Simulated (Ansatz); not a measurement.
This script makes vertical spin-state energies of ClH4SiSn, SMILES [SiH3][SnH][Cl] with Ansatz 0.2.0 through its Python package.

Script `clh4sisn_spin.py`:
```python
# -*- coding: utf-8 -*-
"""Gap between spin states of ClH4SiSn at one geometry."""

from dataclasses import dataclass
import warnings

import ansatz as az


@dataclass
class RunConfig:
    basis_set: str = "def2-SVP"
    level: str = "ccsd_t"


cfg = RunConfig()

GEOMETRY = """
Si   -0.89460    0.39920   -0.35560
Sn    0.92000   -1.13760    0.21760
Cl    2.95120   -0.15700   -0.38510
H    -2.15720   -0.15070   -0.00210
H    -0.91930    0.70460   -1.83080
H    -0.76460    1.72110    0.36600
H     0.92570   -1.44770    1.94440
"""

warnings.simplefilter("ignore", az.DeckWarning)

clh4sisn = az.Crystal.molecule()
for line in GEOMETRY.strip().splitlines():
    symbol, *xyz = line.split()
    clh4sisn = clh4sisn.atom(symbol, [float(v) for v in xyz])

base = clh4sisn.calculation().basis(gaussian=cfg.basis_set).correlation(cfg.level)
found = {}
for unpaired in [1, 3, 5]:
    r = base.spin("collinear", total=unpaired).run().report
    s = unpaired / 2
    found[unpaired] = r["free_energy_ev"]
    print(f"2S+1 = {unpaired + 1}: E = {found[unpaired]:.5f} eV, <S^2> = {abs(r['mean_field']['state']['spin_squared']):.3f} (pure state {s * (s + 1):.2f})")
lowest = min(found, key=found.get)
for unpaired, e in found.items():
    print(f"multiplicity {unpaired + 1}: {96.485332 * (e - found[lowest]):.1f} kJ/mol above the lowest")
```

Which spin state is lowest at this geometry, and how far above lie the others?

In order: multiplicity 2 (+0.00 eV), multiplicity 4 (+5.59 eV) and multiplicity 6 (+12.31 eV), all at the one geometry.

The output:

```console
$ python clh4sisn_spin.py
2S+1 = 2: E = -26239.09215 eV, <S^2> = 0.756 (pure state 0.75)
RunWarning: these amplitudes may be one of several solutions (largest doubles amplitude 0.05, level shift 0.84 eV)
2S+1 = 4: E = -26233.49910 eV, <S^2> = 3.773 (pure state 3.75)
2S+1 = 6: E = -26226.78671 eV, <S^2> = 8.768 (pure state 8.75)
multiplicity 2: 0.0 kJ/mol above the lowest
multiplicity 4: 539.6 kJ/mol above the lowest
multiplicity 6: 1187.3 kJ/mol above the lowest
```
(Warnings from the package without file and line.)

Reading the output:
- Total energies depend on the basis set; only differences at equal settings carry meaning.
- The geometry is a force-field or estimated start, not a minimum of this method, and the basis set is short of its limit. All parts are taken at fixed geometry, without zero-point energy.
- def2 sets replace the cores of elements past krypton by effective core potentials.
- The species is open-shell (spin multiplicity 2).
- Spin-orbit coupling, which mixes and shifts the spin states of heavy atoms, is left out.
- S² is that of the Hartree-Fock reference.
- The script silences the warnings on its input, which a real study should read.
- Hardware and time: 4.7 min on 1 thread of Intel(R) Xeon(R) 6975P-C (Granite Rapids), with other jobs on the host, peak memory 0.6 GiB.

(A comment or docstring line of the script was reworded after the run, the code is as it ran; lines on the test bed's own set-up are left out of the output.)
